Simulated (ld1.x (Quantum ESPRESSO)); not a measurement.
**A TM potential for Zr, from input to tests**

Aim: build the potential from the settings below, then test how well it stands in for the atom: other configurations, scattering, ghost states and the plane-wave cutoff that it needs.

Method: ld1.x (Quantum ESPRESSO) 7.5, PBE, scalar-relativistic.

**1. The atom and the settings**

Typed settings, in words:

| Item | Value |
| --- | --- |
| element | zirconium (Zr, Z = 40) |
| type | norm-conserving Troullier–Martins (Kleinman–Bylander form) |
| frozen core | [Kr] |
| valence charge | 4 |
| reference configuration | 4d2 5s2 5p0 |
| partial waves | 5s (bound): rc 3.20 bohr; 5p (bound, empty): rc 3.30 bohr; 4d (bound): rc 2.90 bohr |
| local potential | the d channel |
| core correction | a·sin(br)/r model core inside 2.05 bohr |

The nodes and maxima of the atom's own shells, from an earlier all-electron run, set the scale for the radii.

All-electron outer shells of the reference configuration (PBE, scalar-relativistic, ld1.x):

```json
{"shell": "4s", "level (eV)": "-54.50", "outermost node (bohr)": "0.55", "outermost maximum (bohr)": "1.08"}
{"shell": "4p", "level (eV)": "-32.46", "outermost node (bohr)": "0.56", "outermost maximum (bohr)": "1.17"}
{"shell": "5s", "level (eV)": "-4.44", "outermost node (bohr)": "1.47", "outermost maximum (bohr)": "3.15"}
{"shell": "4d", "level (eV)": "-3.60", "outermost node (bohr)": "0.58", "outermost maximum (bohr)": "1.59"}
{"shell": "5p", "level (eV)": "-1.47", "outermost node (bohr)": "1.70", "outermost maximum (bohr)": "4.15"}
```

**2. The generation run**

Zr.in

```
 &input
   title='Zr', zed=40., rel=1, dft='PBE', iswitch=3,
   config='[Kr] 4d2 5s2 5p0',
   nld=3, rlderiv=3.60, eminld=-2.0, emaxld=5.0, deld=0.02
 /
 &inputp
   pseudotype=2, tm=.true., lloc=2,
   nlcc=.true., rcore=2.05,
   file_pseudopw='Zr.UPF', file_wfcaegen='ae.wfc', file_wfcncgen='nc.wfc', file_beta='beta', file_chi='chi'
 /
3
5S  1  0   2.00   0.00  3.20  3.20  0.0
5P  2  1   0.00   0.00  3.30  3.30  0.0
4D  3  2   2.00   0.00  2.90  2.90  0.0
 &test
   configts(1)='4d2 5s2 5p0'
 /
```

Started as:

```
$ ld1.x < Zr.in > Zr.out
```

Output in Zr.out (without the banner and most projector matrices):

```text
     Program LD1 v.7.5
     --------------------------- All-electron run ----------------------------

     Zr
     scalar relativistic calculation

     atomic number is 40.00
     dft =PBE   lsd =0 sic =0 latt =0  beta=0.20 tr2=1.0E-14
     Exchange-correlation= PBE
                           (   1   4   3   4   0   0   0)
     mesh =1225 r(mesh) = 100.59681 a.u. xmin = -7.00 dx = 0.01250
     1 Ry =  13.60569312 eV, c = 137.03599908

     n l     nl                  e(Ry)          e(Ha)          e(eV)
     1 0     1S 1( 2.00)     -1310.1237      -655.0619    -17825.1411
     2 0     2S 1( 2.00)      -181.5303       -90.7651     -2469.8452
     2 1     2P 1( 6.00)      -161.8775       -80.9388     -2202.4559
     3 0     3S 1( 2.00)       -29.7501       -14.8750      -404.7707
     3 1     3P 1( 6.00)       -23.3474       -11.6737      -317.6579
     4 0     4S 1( 2.00)        -4.0060        -2.0030       -54.5045
     4 1     4P 1( 6.00)        -2.3859        -1.1929       -32.4614
     3 2     3D 1(10.00)       -12.8408        -6.4204      -174.7080
     4 2     4D 1( 2.00)        -0.2645        -0.1323        -3.5989
     5 0     5S 1( 2.00)        -0.3263        -0.1631        -4.4392
     5 1     5P 1( 0.00)        -0.1080        -0.0540        -1.4693

     final scf error:  3.8E-15 reached in  25 iterations

     Etot =   -7197.066779 Ry,   -3598.533389 Ha,  -97921.081979 eV

     Ekin =    7400.180090 Ry,    3700.090045 Ha,  100684.579354 eV
     Encl =  -17329.433663 Ry,   -8664.716831 Ha, -235778.956414 eV
     Eh   =    2959.970718 Ry,    1479.985359 Ha,   40272.453242 eV
     Exc  =    -227.783923 Ry,    -113.891962 Ha,   -3099.158161 eV

     normalization and overlap integrals

     s(1S/1S) =  1.000000  <r> =   0.0371  <r2> =    0.0019  r(max) =   0.0241
     s(2S/2S) =  1.000000  <r> =   0.1626  <r2> =    0.0312  r(max) =   0.1368
     s(2P/2P) =  1.000000  <r> =   0.1417  <r2> =    0.0245  r(max) =   0.1093
     s(3S/3S) =  1.000000  <r> =   0.4585  <r2> =    0.2410  r(max) =   0.4060
     s(3P/3P) =  1.000000  <r> =   0.4621  <r2> =    0.2489  r(max) =   0.4010
     s(4S/4S) =  1.000000  <r> =   1.2129  <r2> =    1.6687  r(max) =   1.0764
     s(4P/4P) =  1.000000  <r> =   1.3687  <r2> =    2.1516  r(max) =   1.1748
     s(3D/3D) =  1.000000  <r> =   0.4525  <r2> =    0.2477  r(max) =   0.3495
     s(4D/4D) =  1.000000  <r> =   2.2977  <r2> =    6.6283  r(max) =   1.5859
     s(5S/5S) =  1.000000  <r> =   3.7281  <r2> =   15.8828  r(max) =   3.1538
     s(5P/5P) =  1.000000  <r> =   5.1644  <r2> =   31.0604  r(max) =   4.1521

     ------------------------ End of All-electron run ------------------------

     --------------------- Generating NC pseudopotential ---------------------

      Generating local pot.: lloc=2, matching radius rcloc =   2.9000

      Computing core charge for nlcc:

       r > 2.06 : true rho core
       r < 2.06 : rho core = a sin(br)/r    a=   1.95  b=   1.31

      Integrated core pseudo-charge :   3.89

      Wfc   5S  rcut= 3.194  Using Troullier-Martins method

      Wfc   5P  rcut= 3.274  Using Troullier-Martins method

     ------------------- End of pseudopotential generation -------------------

     [... the all-electron block is printed once more ...]


     Computing logarithmic derivative in   3.59624
     Computing logarithmic derivative in   3.59624
     Computing the partial wave expansion
     R is outside the sphere for l=    0 j= 0.00
     R is outside the sphere for l=    1 j= 0.00
       no projector for channel:   2

     ---------------------- Testing the pseudopotential ----------------------

     Zr
     scalar relativistic calculation

     atomic number is 40.00   valence charge is  4.00
     dft =PBE   lsd =0 sic =0 latt =0  beta=0.20 tr2=1.0E-14
     mesh =1225 r(mesh) = 100.59681 xmin = -7.00 dx = 0.01250

     n l     nl             e AE (Ry)        e PS (Ry)    De AE-PS (Ry)
     3 2     4D   1( 2.00)       -0.26451       -0.26451        0.00000
     1 0     5S   1( 2.00)       -0.32628       -0.32628        0.00000
     2 1     5P   1( 0.00)       -0.10799       -0.10799       -0.00000

     eps = 1.4E-15  iter = 14

     Etot =   -7197.066779 Ry,   -3598.533389 Ha,  -97921.081979 eV
     Etotps =    -8.648003 Ry,      -4.324002 Ha,    -117.662079 eV

     Ekin =       5.513032 Ry,       2.756516 Ha,      75.008626 eV
     Encl =     -14.336565 Ry,      -7.168282 Ha,    -195.058898 eV
     Ehrt =       4.803572 Ry,       2.401786 Ha,      65.355927 eV
     Ecxc =      -5.233461 Ry,      -2.616731 Ha,     -71.204868 eV
     (Ecc =      -2.941877 Ry,      -1.470938 Ha,     -40.026275 eV)
     Epseu=       0.605418 Ry,       0.302709 Ha,       8.237134 eV

     ---------------------- End of pseudopotential test ----------------------
```

Wall time 2.9 s (1 thread of Neoverse-V1, shared host). This counts the later configuration tests of the new file too.

All-electron and pseudo partial waves u(r) = r·R(r), from the program's wave files:

```csv
r (bohr),5p AE,5p PS,5s AE,5s PS
0.165,-0.0053,0.0016,-0.0465,0.0125
0.330,0.1144,0.0065,0.1659,0.0257
0.495,0.0422,0.0145,0.0492,0.0404
0.660,-0.0779,0.0254,-0.1423,0.0574
0.825,-0.1629,0.0391,-0.2541,0.0777
0.990,-0.1964,0.0552,-0.2669,0.1022
1.155,-0.1859,0.0736,-0.2065,0.1319
1.320,-0.1451,0.0940,-0.1047,0.1675
1.485,-0.0867,0.1163,0.0129,0.2095
1.650,-0.0204,0.1406,0.1298,0.2575
1.815,0.0476,0.1670,0.2365,0.3103
1.980,0.1132,0.1955,0.3285,0.3654
2.145,0.1742,0.2262,0.4045,0.4196
2.310,0.2295,0.2589,0.4649,0.4694
2.475,0.2788,0.2931,0.5109,0.5115
2.640,0.3219,0.3275,0.5442,0.5440
2.805,0.3591,0.3606,0.5664,0.5662
2.970,0.3905,0.3907,0.5790,0.5789
3.135,0.4165,0.4165,0.5834,0.5834
3.300,0.4375,0.4375,0.5809,0.5809
3.465,0.4538,0.4538,0.5728,0.5728
3.630,0.4658,0.4658,0.5600,0.5600
3.795,0.4740,0.4740,0.5436,0.5436
3.960,0.4786,0.4786,0.5244,0.5244
4.125,0.4801,0.4801,0.5030,0.5030
4.290,0.4790,0.4790,0.4802,0.4802
```

**3. Transferability test**

Zr.test.in

```
 &input
   title='Zr', zed=40., rel=1, dft='PBE', iswitch=2,
   config='[Kr] 4d2 5s2 5p0'
 /
 &test
   file_pseudo='Zr.UPF', nconf=8,
   configts(1)='4d2 5s2 5p0',
   configts(2)='4d2 5s1 5p0',
   configts(3)='4d2 5s0 5p0',
   configts(4)='4d1 5s0 5p0',
   configts(5)='4d2 5s0 5p1',
   configts(6)='4d2 5s1 5p1',
   configts(7)='4d3 5s0 5p0',
   configts(8)='4d2 5s1.5 5p0'
 /
```

Started as:

```
$ ld1.x < Zr.test.in > Zr.test.out
```

Zr.test.out, the pseudopotential blocks, each with the warnings that came before it:

```text
     ---------------------- Testing the pseudopotential ----------------------

     Zr
     scalar relativistic calculation

     atomic number is 40.00   valence charge is  4.00
     dft =PBE   lsd =0 sic =0 latt =0  beta=0.20 tr2=1.0E-14
     mesh =1225 r(mesh) = 100.59681 xmin = -7.00 dx = 0.01250

     n l     nl             e AE (Ry)        e PS (Ry)    De AE-PS (Ry)
     3 2     4D   1( 2.00)       -0.26451       -0.26451        0.00000
     1 0     5S   1( 2.00)       -0.32628       -0.32628        0.00000
     2 1     5P   1( 0.00)       -0.10799       -0.10799       -0.00000

     eps = 1.4E-15  iter = 14

     Etot =   -7197.066779 Ry,   -3598.533389 Ha,  -97921.081979 eV
     Etotps =    -8.648003 Ry,      -4.324002 Ha,    -117.662079 eV

     Ekin =       5.513032 Ry,       2.756516 Ha,      75.008626 eV
     Encl =     -14.336565 Ry,      -7.168282 Ha,    -195.058898 eV
     Ehrt =       4.803572 Ry,       2.401786 Ha,      65.355927 eV
     Ecxc =      -5.233461 Ry,      -2.616731 Ha,     -71.204868 eV
     (Ecc =      -2.941877 Ry,      -1.470938 Ha,     -40.026275 eV)
     Epseu=       0.605418 Ry,       0.302709 Ha,       8.237134 eV

     ---------------------- End of pseudopotential test ----------------------

     Warning: n=2, l=1 expected 0 nodes, found 1
     ---------------------- Testing the pseudopotential ----------------------

     Zr
     [...]
     n l     nl             e AE (Ry)        e PS (Ry)    De AE-PS (Ry)
     3 2     4D   1( 2.00)       -0.73368       -0.73308       -0.00059
     1 0     5S   1( 1.00)       -0.73090       -0.73178        0.00088
     2 1     5P   1( 0.00)       -0.46021       -0.46021        0.00000

     eps = 7.0E-15  iter = 10

     Etot =   -7196.542213 Ry,   -3598.271106 Ha,  -97913.944892 eV
     Etotps =    -8.123027 Ry,      -4.061513 Ha,    -110.519406 eV
     dEtot_ae =       0.524566 Ry
     dEtot_ps =       0.524977 Ry,   Delta E=      -0.000411 Ry

     [...]
     ---------------------- End of pseudopotential test ----------------------

     ---------------------- Testing the pseudopotential ----------------------

     Zr
     [...]
     n l     nl             e AE (Ry)        e PS (Ry)    De AE-PS (Ry)
     3 2     4D   1( 2.00)       -1.27152       -1.27325        0.00174
     1 0     5S   1( 0.00)       -1.17881       -1.18276        0.00395
     2 1     5P   1( 0.00)       -0.85757       -0.85757        0.00000

     eps = 4.7E-15  iter =  7

     Etot =   -7195.591120 Ry,   -3597.795560 Ha,  -97901.004620 eV
     Etotps =    -7.169643 Ry,      -3.584822 Ha,     -97.547968 eV
     dEtot_ae =       1.475659 Ry
     dEtot_ps =       1.478360 Ry,   Delta E=      -0.002701 Ry

     [...]
     ---------------------- End of pseudopotential test ----------------------

     Warning: n=1, l=0 expected 0 nodes, found 1
     ---------------------- Testing the pseudopotential ----------------------

     Zr
     [...]
     n l     nl             e AE (Ry)        e PS (Ry)    De AE-PS (Ry)
     3 2     4D   1( 1.00)       -2.07285       -2.09752        0.02467  !
     1 0     5S   1( 0.00)       -1.78561       -1.94742        0.16180  !
     2 1     5P   1( 0.00)       -1.39421       -1.39421        0.00000

     eps = 4.5E-18  iter =  7

     Etot =   -7193.928092 Ry,   -3596.964046 Ha,  -97878.377969 eV
     Etotps =    -5.494080 Ry,      -2.747040 Ha,     -74.750763 eV
     dEtot_ae =       3.138687 Ry
     dEtot_ps =       3.153924 Ry,   Delta E=      -0.015237 Ry

     [...]
     ---------------------- End of pseudopotential test ----------------------

     BEWARE! Errors in PS-KS equations
     Warning: n=3, l=2 expected 0 nodes, found 1
     ---------------------- Testing the pseudopotential ----------------------

     Zr
     [...]
     n l     nl             e AE (Ry)        e PS (Ry)    De AE-PS (Ry)
     3 2     4D   1( 2.00)       -0.80483       -1.27325        0.46843  !
     1 0     5S   1( 0.00)       -0.77878       -1.01242        0.23363  !
     2 1     5P   1( 1.00)       -0.50340       -0.56689        0.06349  !

     eps = 7.5E-15  iter = 37

     Etot =   -7196.269130 Ry,   -3598.134565 Ha,  -97910.229412 eV
     Etotps =    -7.736534 Ry,      -3.868267 Ha,    -105.260902 eV
     dEtot_ae =       0.797649 Ry
     dEtot_ps =       0.911470 Ry,   Delta E=      -0.113821 Ry

     [...]
     ---------------------- End of pseudopotential test ----------------------

     BEWARE! Errors in PS-KS equations
     ---------------------- Testing the pseudopotential ----------------------

     Zr
     [...]
     n l     nl             e AE (Ry)        e PS (Ry)    De AE-PS (Ry)
     3 2     4D   1( 2.00)       -0.34196       -0.00000       -0.34196  !
     1 0     5S   1( 1.00)       -0.37902       -0.08086       -0.29816  !
     2 1     5P   1( 1.00)       -0.15029       -0.01303       -0.13726  !

     eps = 4.2E-15  iter =191

     Etot =   -7196.843245 Ry,   -3598.421623 Ha,  -97918.040652 eV
     Etotps =    -3.582434 Ry,      -1.791217 Ha,     -48.741497 eV
     dEtot_ae =       0.223533 Ry
     dEtot_ps =       5.065569 Ry,   Delta E=      -4.842036 Ry

     [...]
     ---------------------- End of pseudopotential test ----------------------

     ---------------------- Testing the pseudopotential ----------------------

     Zr
     [...]
     n l     nl             e AE (Ry)        e PS (Ry)    De AE-PS (Ry)
     3 2     4D   1( 3.00)       -0.59945       -0.59210       -0.00736  !
     1 0     5S   1( 0.00)       -0.65674       -0.65995        0.00321
     2 1     5P   1( 0.00)       -0.40744       -0.41182        0.00438

     eps = 8.7E-16  iter =  9

     Etot =   -7196.514013 Ry,   -3598.257007 Ha,  -97913.561222 eV
     Etotps =    -8.088130 Ry,      -4.044065 Ha,    -110.044608 eV
     dEtot_ae =       0.552765 Ry
     dEtot_ps =       0.559874 Ry,   Delta E=      -0.007108 Ry

     [...]
     ---------------------- End of pseudopotential test ----------------------

     ---------------------- Testing the pseudopotential ----------------------

     Zr
     [...]
     n l     nl             e AE (Ry)        e PS (Ry)    De AE-PS (Ry)
     3 2     4D   1( 2.00)       -0.48960       -0.48911       -0.00048
     1 0     5S   1( 1.50)       -0.52268       -0.52297        0.00029
     2 1     5P   1( 0.00)       -0.27730       -0.27730        0.00000

     eps = 1.6E-15  iter = 12

     Etot =   -7196.855127 Ry,   -3598.427563 Ha,  -97918.202303 eV
     Etotps =    -8.436255 Ry,      -4.218128 Ha,    -114.781099 eV
     dEtot_ae =       0.211652 Ry
     dEtot_ps =       0.211748 Ry,   Delta E=      -0.000096 Ry

     [...]
     ---------------------- End of pseudopotential test ----------------------
```

2 tests gave no usable energy difference (4d2 5s0 5p1; 4d2 5s1 5p1).

The tests as a table, with energies relative to 4d2 5s2 5p0. A star marks tests that logged a warning.

| valence configuration | charge | ΔE all-electron (eV) | error AE − PS (meV) |
| --- | --- | --- | --- |
| 4d2 5s1 5p0 * | +1 | 7.137 | -5.6 |
| 4d2 5s0 5p0 | +2 | 20.077 | -37 |
| 4d1 5s0 5p0 * | +3 | 42.704 | -207 |
| 4d3 5s0 5p0 | +1 | 7.521 | -97 |
| 4d2 5s1.5 5p0 | +0.5 | 2.880 | -1.3 |

**4. Scattering by logarithmic derivatives**

Taken from the files of the generation run. The phase is arctan(r·u′/u) with u = r·R, unwrapped, with energies in Ry. A pole is an energy at which the radial function vanishes at the test radius. The pseudo phase is shifted by a multiple of π to meet the all-electron one at the reference energy. Levels narrower than the energy grid can be missing from the poles. The last column is the largest difference on the grid between −1 and +1 Ry.

```tsv
channel	radius (bohr)	reference (Ry)	poles AE	poles PS	window around the reference with phases within 0.05 rad (Ry)	largest difference near zero (rad)
s	3.60	-0.33	0.66	0.63, 3.83	below 1.6	0.011
p	3.60	-0.11	1.40	-0.27, 1.48	-0.2 to 3.0	3.126
d	3.60	-0.26	-0.07, 2.88	-0.07, 3.11	below 0.8	0.075
```

Phases (rad) along the scan:

```csv
E (Ry),p AE,p PS,s AE,s PS
-2.00,1.366,4.492,1.332,1.332
-1.52,1.321,4.451,1.273,1.272
-1.04,1.250,4.379,1.140,1.139
-0.56,1.090,4.210,0.549,0.548
-0.08,0.407,0.408,-1.161,-1.162
0.40,-1.104,-1.072,-1.499,-1.504
0.88,-1.444,-1.425,-1.618,-1.629
1.36,-1.564,-1.550,-1.708,-1.737
1.84,-1.642,-1.630,-1.827,-1.949
2.32,-1.722,-1.714,-2.140,-3.385
2.80,-1.855,-1.869,-3.642,-4.455
3.28,-2.310,-2.641,-4.389,-4.625
3.76,-4.010,-4.300,-4.556,-4.703
4.24,-4.460,-4.551,-4.630,-4.764
4.72,-4.583,-4.637,-4.676,-4.840
```

**5. Plane-wave convergence, by spherical Bessel functions**

A separate test, outside the generator: the pseudo-atom's Hamiltonian at the reference potential is diagonalised in spherical Bessel functions j_l(qr) that vanish at 20 bohr, with q² up to the cutoff.

All-electron valence levels (Ry): 5s -0.3263, 5p -0.1080, 4d -0.2645. The lowest levels of each channel (Ry) by cutoff; the last column sums, over occupied levels, occupation times the distance from the level at 400 Ry. A positive value at high cutoff is not a bound level.

```csv
cutoff (Ry),s #1,s #2,p #1,p #2,d #1,f #1,Σ f·Δε (mRy)
8,-1.9551,-0.3250,-0.1079,0.0441,-0.0976,0.1010,336.4
10,-2.3134,-0.3259,-0.1079,0.0431,-0.1547,0.1010,220.5
12,-2.5058,-0.3262,-0.1080,-0.0751,-0.2034,0.1010,122.4
15,-2.5895,-0.3262,-0.2126,-0.1079,-0.2362,0.1010,56.7
21,-2.6236,-0.3263,-0.2619,-0.1080,-0.2630,0.1010,3.0
25,-2.6236,-0.3263,-0.2678,-0.1080,-0.2642,0.1010,0.5
30,-2.6240,-0.3263,-0.2682,-0.1080,-0.2645,0.1010,0.1
35,-2.6243,-0.3263,-0.2684,-0.1080,-0.2645,0.1010,0.1
400,-2.6246,-0.3263,-0.2687,-0.1080,-0.2645,0.1010,0.0
```

The sum stays within 10 mRy from 21 Ry and within 1 mRy from 25 Ry. The sum leaves out empty levels, which can need more. Ghost test: ghost states, bound below the all-electron valence or empty levels of the same l: s at -35.7 eV, p at -3.7 eV.

**6. What came out**

| quantity | value |
| --- | --- |
| cutoffs for 10 and 1 mRy, occupied levels | 21 Ry and 25 Ry |
| bound ghosts | s at -35.71 eV, p at -3.66 eV |
| largest test error (AE − PS) | -207 meV, for 4d1 5s0 5p0 (one of 4 tests with a warning) (2 tests unsolved) |
| largest phase difference near zero energy, channels read | 3.126 rad |

In words: It has a bound ghost (s, p), a state that the atom doesn't have, and that rules the file out. The worst unpolarised test, 4d1 5s0 5p0, is off by 207 meV on 42.7 eV; by total energies transferability rates as poor. Of the tests 2 gave no usable energy difference, which is a warning in itself. The potential is soft on the atom at that tolerance: the looser tolerance needs 21 Ry. The slowest occupied level is 4d: taken alone it needs 25 Ry to come within 1 mRy, against 10 Ry for 5s. Of the channels read, p scatters worst near zero energy, by up to 3.13 rad. A step near π is an extra or missing state, not a misfit of shape. The pseudo curves have a pole with no partner nearby in the atom's: p at -0.27 Ry.
